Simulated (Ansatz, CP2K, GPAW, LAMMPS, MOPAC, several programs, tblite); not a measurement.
# CdS (Greenockite) from cheap methods to r2SCAN

Aim: run CdS (Greenockite) through methods of unlike cost and see what each gets, and at what price.

Program: LAMMPS, MOPAC, tblite, CP2K, GPAW, Ansatz (versions at each run). Level of theory: no spin polarisation, static lattice; gaps from single points on the cell relaxed beforehand with r²SCAN. These are calculated values, not measurements.

1 further run of the same task is left out (set aside as unsound or not needed).

### 1 The starting structure

The structure is hexagonal, space group P6_3mc (No. 186). The conventional cell has a = 4.165 Å, b = 4.165 Å, c = 6.766 Å, α = 90.00°, β = 90.00°, γ = 120.00°. Cd (site symmetry 3m) has 4 S at 2.54 to 2.55 Å as nearest neighbours. S (site symmetry 3m) is surrounded by 4 Cd at 2.54 to 2.55 Å.

As a file:

```
Cd S
1.0
     4.16462    0.00000    0.00000
    -2.08231    3.60667    0.00000
     0.00000    0.00000    6.76598
Cd S
2 2
Direct
  0.33333 0.66667 0.99903
  0.66667 0.33333 0.49903
  0.33333 0.66667 0.37597
  0.66667 0.33333 0.87597
```

**Question.** The methods are CdTeZnSeHgS0.sw, PM6, PM7, GFN1-xTB (tblite), GFN2-xTB (tblite), PBE/DZVP, PBE/single-zeta, PBE/SZV, coarse PBE, GLLB-SC, PBE, r2SCAN. What gap does r2SCAN give on this cell, and which other methods (full PBE left aside) come nearest to r2SCAN and farthest in gap, volume and bulk modulus?

| quantity | value |
| --- | --- |
| r2SCAN | gap 1.63 eV, 25.41 Å³/atom, B₀ 60 GPa |
| gap: nearest and farthest of the other methods | coarse PBE (-0.44 eV), PM7 (+4.98 eV) |
| volume: nearest and farthest of the other methods | PBE/SZV (-0.1 %), GFN2-xTB (tblite) (+9.6 %) |
| bulk modulus: nearest and farthest of the other methods | CdTeZnSeHgS0.sw (+1 %), PM7 (+99 %) |

**Reading.** For the gap, of the 9 methods compared (full PBE left aside), coarse PBE comes nearest to r2SCAN and PM7 is farthest. Among the 6 methods compared for the volume (full PBE left aside), PBE/SZV is nearest to r2SCAN and GFN2-xTB (tblite) farthest. For the bulk modulus, of the 6 methods compared (full PBE left aside), CdTeZnSeHgS0.sw comes nearest to r2SCAN and PM7 is farthest. Classical potentials are fitted to lattice constants of common crystals, so a close volume there is built in, not predicted. A minimal basis or a coarse cutoff and mesh shifts results by its own error, so closeness to r2SCAN can be chance. Cluster runs see only the k-points that fold onto the zone centre, so their gaps can miss the band edges. GLLB-SC is compared with its derivative discontinuity added. No volume is given for PM6, PBE/single-zeta, coarse PBE, which can hide a larger miss. CPU times run from 0.1 s (CdTeZnSeHgS0.sw) to 37 s (GLLB-SC). GFN1-xTB (tblite) disagrees with r2SCAN even on whether there is a gap. r2SCAN is a yardstick, not the truth: it usually gives gaps below the measured ones. Against the measured gap of CdS, 2.5809 eV (quoted in “Isotope dependence of band-gap energy”, 2008, arxiv:0807.2152), the calculated 1.63 eV is off by -0.95 eV. 2 values of this kind are on record in papers (2.44 to 2.5809 eV); this one was drawn at random among those near their median, those with a stated uncertainty first. That value is r2SCAN's. Of all methods here PM6 lies nearest to the measured gap (2.72 eV), which may be luck in a method this rough.
